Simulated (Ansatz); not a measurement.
## YbAl₃, space group Pm-3m: a comparison of functionals at one structure, step by step

Computed with Ansatz 0.2.0 through its Python package.

Notebook, run cell by cell (the value of a cell's last expression is shown):

```python
import ansatz as az
from tabulate import tabulate
```

```python
lattice = az.Lattice.of(
    [4.2921, 0.0, 0.0],
    [0.0, 4.2921, 0.0],
    [0.0, 0.0, 4.2921],
)
sites = [
    ('Yb', [0.0, 0.0, 0.0]),
    ('Al', [0.0, 0.5, 0.5]),
    ('Al', [0.5, 0.5, 0.0]),
    ('Al', [0.5, 0.0, 0.5]),
]
xtal = az.Crystal(lattice=lattice)
for symbol, position in sites:
    xtal = xtal.atom(symbol, position)
```

```python
[site.symbol for site in xtal.resolved().sites]
```

    ['Yb', 'Al', 'Al', 'Al']

```python
setup = (
    xtal.calculation()
    .occupations('Marzari-Vanderbilt', width=0.15)
    .kpoints(spacing=0.26)
    .stress()
)
```

```python
rows = []
for value in ['pbesol', 'blyp', 'lda']:
    rep = setup.functional(value).run().report
    rows.append((value, rep['free_energy_ev'] / len(rep['lattice']['sites']), rep['n_iterations'], sum(rep['stress_gpa'][i][i] for i in range(3)) / 3, rep['n_kpoints']))
```

    DeckWarning: basis.ecutwfc = 420 eV, auto-derived from the records' recommended cutoffs: set by Yb (normal level)

```python
print(tabulate(rows, headers=['functional', 'F/atom (eV)', 'iterations', 'P (GPa)', 'k-points'], floatfmt='.4f', tablefmt='plain'))
```

    functional      F/atom (eV)    iterations    P (GPa)    k-points
    pbesol           -3812.8710            10    -5.4049          20
    blyp             -3860.2780            10     0.0554          20
    lda              -3775.1718            10    -7.3619          20

From lowest to highest: LDA (-7.4 GPa), PBEsol (-5.4 GPa) and BLYP (0.1 GPa). At a fixed cell a lower pressure usually means a smaller equilibrium volume, so LDA prefers the smallest cell and BLYP the largest.

What to keep in mind:
- Semilocal functionals put the nearly full 4f shell of Yb too close to the Fermi level.
- BLYP can be off by several per cent in the lattices of metals, and by several GPa in the pressure at a fixed cell.
- For a metal this k-point mesh is coarse: on a finer one energies can move by several to tens of meV an atom and pressures by half a GPa or more, differences at one mesh by less.
- Pressure is positive in compression.
- The structure comes from a database of computed cells and needn't be a stable or known phase.
- Warnings are shown shortened and without file and line.
- Total energies of different functionals can't be compared; pressures, moments and gaps at this one structure can.
- Wall time of the script: 8.4 s on 1 thread of Arm Neoverse V1 (shared host), peak memory 0.4 GiB.

(Lines on the test bed's own set-up are left out of the output.)
